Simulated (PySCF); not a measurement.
# C4H5NOSi: the cost of one run

Computed with PySCF 2.14.0, with density-fitted response routines of our own, on a single molecule in the gas phase. Atoms are numbered from 0 throughout.

### Step 1. The starting structure

12 atoms, charge 0, multiplicity 1; geometry from: GFN2-xTB. The atoms were then displaced at random by about 0.01 Å, so the start is not that level's minimum.

Bonds of the start (Å): C0–O1 1.36, O1–Si2 1.61, Si2–C3 1.89, C3–C4 1.19, C4–C5 1.36, C5–N6 1.16, C0–H7 1.10, C0–H8 1.13, C0–H9 1.09, Si2–H10 1.47, Si2–H11 1.45.

### Step 2. Relaxing the molecule at PBE0-D3(BJ)/def2-SVP

The job: settings as JSON, then the geometry in Å.

```
{"job": {"xc": "PBE0", "basis": "def2-SVP", "d3": "d3bj", "grid": 1, "shake": 0.01, "kind": "geom"}, "charge": 0, "multiplicity": 1}
C     -2.492260     0.002260    -0.309680
O     -1.154550    -0.112140    -0.067080
Si     0.072050     0.841920    -0.484670
C      1.533870    -0.104780     0.256360
C      2.457720    -0.691560     0.710970
C      3.526180    -1.343060     1.244090
N      4.442690    -1.907170     1.689200
H     -2.698540     0.053770    -1.392870
H     -2.903760     0.951910     0.151350
H     -3.024320    -0.831270     0.139310
H      0.005720     2.167750     0.151180
H      0.274890     0.944100    -1.920670
```

Started as:

```sh
> OMP_NUM_THREADS=1 python probes_run.py task.json out
```

This one command runs all jobs of the session in turn.

**Question.** How long does this first job take on 1 thread of Arm Neoverse V1, shared host, and how much memory does it need?

About 46 s, with a peak of 0.52 GiB.
